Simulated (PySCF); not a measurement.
# CHBClNO (SMILES O=C=NBCl) at PBE0/x2c-SVPall (sfX2C)

What is the vertical singlet–triplet gap of CHBClNO at PBE0/x2c-SVPall (sfX2C)? Input form: a Python script.

Program for the calculation: PySCF 2.14.0.

**1. The molecule**

CHBClNO has 6 atoms, charge 0, and is taken as a singlet. SMILES: `O=C=NBCl`. Geometry: relaxed at PBE0-D4/def2-TZVP. This is one conformer, not always the lowest.

Bond lengths: O1–C2 1.158 Å, C2–N3 1.201 Å, N3–B4 1.405 Å, B4–Cl5 1.751 Å, B4–H6 1.188 Å. Angles: O1–C2–N3 175.5°, C2–N3–B4 151.0°, N3–B4–Cl5 120.8°, N3–B4–H6 120.8°, Cl5–B4–H6 118.4°.

**2. The energy at PBE0/x2c-SVPall (sfX2C)**

The input, input.py:

```python
from pyscf import gto, dft

molecule = gto.M(
    atom='''
O       -0.576200      -2.573500      -0.042300
C       -0.208400      -1.485700       0.108200
N        0.227800      -0.389200       0.333900
B        0.287300       0.988100       0.065000
Cl      -0.690300       1.696500      -1.203300
H        1.001700       1.700000       0.692200
''',
    spin=0,
    max_memory=1860,
    basis='x2c-svpall',
    verbose=4,
)

mf = dft.RKS(molecule)
mf.xc = 'pbe0'
mf = mf.x2c()
mf.grids.level = 4
mf.conv_tol = 1e-10
mf.kernel()
if not mf.converged:
    mf = mf.newton().run(mf.mo_coeff, mf.mo_occ)

energy = mf.e_tot
print('E = %.10f Eh' % energy)
```

On the command line:

```console
OMP_NUM_THREADS=1 python input.py
```

Log:

```text
PySCF version 2.14.0

[INPUT] num. atoms = 6
[INPUT] num. electrons = 44
[INPUT] charge = 0
[INPUT] spin (= nelec alpha-beta = 2S) = 0
[INPUT] symmetry False subgroup None
[INPUT] Mole.unit = angstrom
[INPUT] Symbol           X                Y                Z      unit          X                Y                Z       unit  Magmom
[INPUT]  1 O     -0.576200000000  -2.573500000000  -0.042300000000 AA   -1.088860192974  -4.863210181568  -0.079935415069 Bohr   0.0
[INPUT]  2 C     -0.208400000000  -1.485700000000   0.108200000000 AA   -0.393818924359  -2.807566103266   0.204468366678 Bohr   0.0
[INPUT]  3 N      0.227800000000  -0.389200000000   0.333900000000 AA    0.430479611176  -0.735481407681   0.630979552992 Bohr   0.0
[INPUT]  4 B      0.287300000000   0.988100000000   0.065000000000 AA    0.542918315588   1.867238383683   0.122832198097 Bohr   0.0
[INPUT]  5 Cl    -0.690300000000   1.696500000000  -1.203300000000 AA   -1.304477943787   3.205920370325  -2.273907445689 Bohr   0.0
[INPUT]  6 H      1.001700000000   1.700000000000   0.692200000000 AA    1.892938658977   3.212534411761   1.308068423424 Bohr   0.0

nuclear repulsion = 167.882299288327
number of shells = 17
number of NR pGTOs = 139
number of NR cGTOs = 79
basis = x2c-svpall
ecp = {}

******** <class 'pyscf.x2c.sfx2c1e.sfX2C1eRKS'> ********
method = sfX2C1eRKS
initial guess = minao
damping factor = 0
level_shift factor = 0
DIIS = <class 'pyscf.scf.diis.CDIIS'>
diis_start_cycle = 1
diis_space = 8
diis_damp = 0
SCF conv_tol = 1e-10
SCF conv_tol_grad = None
SCF max_cycles = 50
direct_scf = True
direct_scf_tol = 1e-13
XC library pyscf.dft.libxc version 7.0.0
    S. Lehtola, C. Steigemann, M. J.T. Oliveira, and M. A.L. Marques.,  SoftwareX 7, 1–5 (2018)
XC functionals = pbe0
radial grids:
    Treutler-Ahlrichs [JCP 102, 346 (1995); DOI:10.1063/1.469408] (M4) radial grids

becke partition: Becke, JCP 88, 2547 (1988); DOI:10.1063/1.454033
pruning grids: <function nwchem_prune>
grids dens level: 4
symmetrized grids: False
atomic radii adjust function: <function treutler_atomic_radii_adjust>
small_rho_cutoff = 0

******** <class 'pyscf.x2c.sfx2c1e.SpinFreeX2CHelper'> ********
approx = 1e
xuncontract = 1
Set gradient conv threshold to 1e-05
Initial guess from minao.
tot grids = 157248
init E= -655.402341148396
  HOMO = -0.349306449007033  LUMO = -0.0971357258934424  gap/eV = 6.86191
cycle= 1 E= -654.560806394625  delta_E= 0.842  |g|= 0.698  |ddm|= 2.96
  HOMO = -0.290012985413631  LUMO = -0.0698971553888676  gap/eV = 5.98966
cycle= 2 E= -654.272610881467  delta_E= 0.288  |g|= 1.42  |ddm|= 1.39
  HOMO = -0.315772487419061  LUMO = -0.0599953084514078  gap/eV = 6.96005
cycle= 3 E= -654.642916727601  delta_E= -0.37  |g|= 0.266  |ddm|= 0.996
  HOMO = -0.330276380905148  LUMO = -0.0633263037778211  gap/eV = 7.26408
cycle= 4 E= -654.65803878431  delta_E= -0.0151  |g|= 0.0575  |ddm|= 0.23
  HOMO = -0.331875746250132  LUMO = -0.063007337407611  gap/eV = 7.31628
cycle= 5 E= -654.658683974475  delta_E= -0.000645  |g|= 0.0168  |ddm|= 0.0556
  HOMO = -0.331520048979074  LUMO = -0.0636404142818843  gap/eV = 7.28938
cycle= 6 E= -654.658753746794  delta_E= -6.98e-05  |g|= 0.00342  |ddm|= 0.0217
  HOMO = -0.331281348797765  LUMO = -0.0630786610971183  gap/eV = 7.29817
cycle= 7 E= -654.658757074906  delta_E= -3.33e-06  |g|= 0.000674  |ddm|= 0.004
  HOMO = -0.331322661232847  LUMO = -0.0631476848585311  gap/eV = 7.29741
cycle= 8 E= -654.658757195025  delta_E= -1.2e-07  |g|= 0.000127  |ddm|= 0.000733
  HOMO = -0.331337904947288  LUMO = -0.0631555780329318  gap/eV = 7.29761
cycle= 9 E= -654.658757198885  delta_E= -3.86e-09  |g|= 5.39e-05  |ddm|= 0.000198
  HOMO = -0.331332812300664  LUMO = -0.0631537048367545  gap/eV = 7.29753
cycle= 10 E= -654.658757199701  delta_E= -8.16e-10  |g|= 5.83e-06  |ddm|= 5.96e-05
  HOMO = -0.33133314666377  LUMO = -0.0631531758369328  gap/eV = 7.29755
cycle= 11 E= -654.658757199714  delta_E= -1.25e-11  |g|= 2.29e-06  |ddm|= 1.01e-05
  HOMO = -0.331333281243237  LUMO = -0.0631532795188807  gap/eV = 7.29755
Extra cycle  E= -654.658757199713  delta_E= 9.09e-13  |g|= 3.69e-06  |ddm|= 4.3e-06
converged SCF energy = -654.658757199713
E = -654.6587571997 Eh
```

It took 9.9 s on 1 thread of Arm Neoverse V2, shared host; peak memory 0.4 GiB.

**3. The triplet at the same level**

The input, calc.py:

```python
from pyscf import gto, dft

molecule = gto.Mole()
molecule.atom = '''
O     -0.576200    -2.573500    -0.042300
C     -0.208400    -1.485700     0.108200
N      0.227800    -0.389200     0.333900
B      0.287300     0.988100     0.065000
Cl    -0.690300     1.696500    -1.203300
H      1.001700     1.700000     0.692200
'''
molecule.basis = 'x2c-svpall'
molecule.spin = 2
molecule.max_memory = 1860
molecule.verbose = 3
molecule.build()

myscf = dft.UKS(molecule)
myscf.xc = 'pbe0'
myscf = myscf.x2c()
myscf.conv_tol = 1e-10
myscf.grids.level = 4
myscf.kernel()
if not myscf.converged:
    myscf = myscf.newton().run(myscf.mo_coeff, myscf.mo_occ)

etot = myscf.e_tot
print('E(%s) = %.9f' % ('PBE0', etot))
```

On the command line:

```console
OMP_NUM_THREADS=1 python calc.py
```

Log:

```text
WARN: HOMO -0.0971357258934429 >= LUMO -0.349306449007032

WARN: HOMO -0.13819361818739 >= LUMO -0.27843287059909

WARN: HOMO -0.134237137582692 >= LUMO -0.261954916970875

WARN: HOMO -0.141874172403041 >= LUMO -0.268911481807396

WARN: HOMO -0.142588724829718 >= LUMO -0.267091972759729

WARN: HOMO -0.142955340578619 >= LUMO -0.264001774667537

WARN: HOMO -0.14265086250598 >= LUMO -0.263546957043475

WARN: HOMO -0.142608629202798 >= LUMO -0.26307225599763

WARN: HOMO -0.142873990565192 >= LUMO -0.263220313223883

WARN: HOMO -0.142713629301773 >= LUMO -0.263090124816816

WARN: HOMO -0.14272432298062 >= LUMO -0.263091280853493

WARN: HOMO -0.142712630141505 >= LUMO -0.263096472332664

WARN: HOMO -0.142713690208772 >= LUMO -0.263098500701254

WARN: HOMO -0.142709263384535 >= LUMO -0.263095250197569

WARN: HOMO -0.142719780995022 >= LUMO -0.263104429265986

WARN: HOMO -0.142731632409978 >= LUMO -0.263118932377274

WARN: HOMO -0.1427430884069 >= LUMO -0.263133900114704

WARN: HOMO -0.142743360851173 >= LUMO -0.263136812008391

WARN: HOMO -0.142752633058945 >= LUMO -0.263153229780973

WARN: HOMO -0.142748474716013 >= LUMO -0.263156365780199

WARN: HOMO -0.142750678885384 >= LUMO -0.263154964130067

WARN: HOMO -0.142750580507732 >= LUMO -0.263155189668223

WARN: HOMO -0.14275024119521 >= LUMO -0.26315522534205

WARN: HOMO -0.142750306104411 >= LUMO -0.263155246899336

converged SCF energy = -654.464346687107  <S^2> = 2.0148646  2S+1 = 3.0098934
E(PBE0) = -654.464346687
```

It took 32 s on 1 thread of Arm Neoverse V2, shared host; peak memory 0.42 GiB.

**4. What came out**

Level: PBE0/x2c-SVPall (sfX2C).

| quantity | value |
| --- | --- |
| singlet: total energy | -654.65876 Eh |
| singlet: dipole moment | 0.53 D |
| singlet: HOMO energy | -9.02 eV |
| singlet: LUMO energy | -1.72 eV |
| singlet: HOMO–LUMO gap | 7.30 eV |
| triplet: total energy | -654.46435 Eh |
| triplet: dipole moment | 1.59 D |
| triplet: HOMO energy (highest over α and β) | -3.88 eV |
| triplet: ⟨S²⟩ | 2.015 |
| vertical energy of the triplet above the singlet | 5.290 eV |

At this shape the triplet lies 5.29 eV (122 kcal/mol) above the singlet. Mulliken charges (triplet) run from -0.19 on B4 to +0.14 on C2.
